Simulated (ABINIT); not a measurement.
## ZnBi3: single point with PBE

Crystal: ZnBi3.

```
CELL_PARAMETERS angstrom
4.87316 0.00000 0.00000
0.00000 4.87316 0.00000
0.00000 0.00000 4.87316
ATOMIC_POSITIONS crystal
Bi 0.50000 0.50000 0.00000
Bi 0.50000 0.00000 0.50000
Bi 0.00000 0.50000 0.50000
Zn 0.00000 0.00000 0.00000
```

The cell comes from a database or a generator and needn't be the stable form of this composition.

```
Program             : ABINIT 10.8.3 (patched build)
Task                : single point
Functional          : PBE
Potentials or basis : JTH PAW PBE v2.0
Cutoff              : 599 eV
k mesh              : 6 × 6 × 6
Occupations         : fermi-dirac, width 0.05 eV
Spin                : no spin polarisation
Fine-grid cutoff    : 1197.3 eV
```

```json
{
  "Pressure": "-0.1 GPa",
  "Band gap on the k mesh": "none (metal or under the smearing width)",
  "Valence electrons inside the program's atomic spheres": "Bi 12.13; Zn 10.58"
}
```

Levels at points of the mesh, in eV from the Fermi level:
```
           k point  band 24  band 25  band 26  band 27  band 28  band 29  band 30  band 31  band 32  band 33
(0.00, 0.00, 0.00)    -3.71    -3.71    -3.71    -2.18     1.07     1.07     1.07     2.44     2.44     2.44
(0.50, 0.00, 0.00)    -3.46    -2.40    -2.40    -1.20    -1.20    -0.39    -0.37     2.60     2.78     2.78
(0.50, 0.50, 0.00)    -5.24    -2.55    -1.17    -1.17    -0.79    -0.44    -0.44     0.51     2.43     3.91
(0.50, 0.50, 0.50)    -5.35    -4.22    -4.22    -4.22    -2.87     4.06     4.06     4.42     4.42     4.42
```

It took 2.2 min on 1 thread of Arm Neoverse V2, on a shared host, peak memory 0.22 GiB.

Caveat: spin-orbit coupling is left out, which moves the levels of the heavy elements.
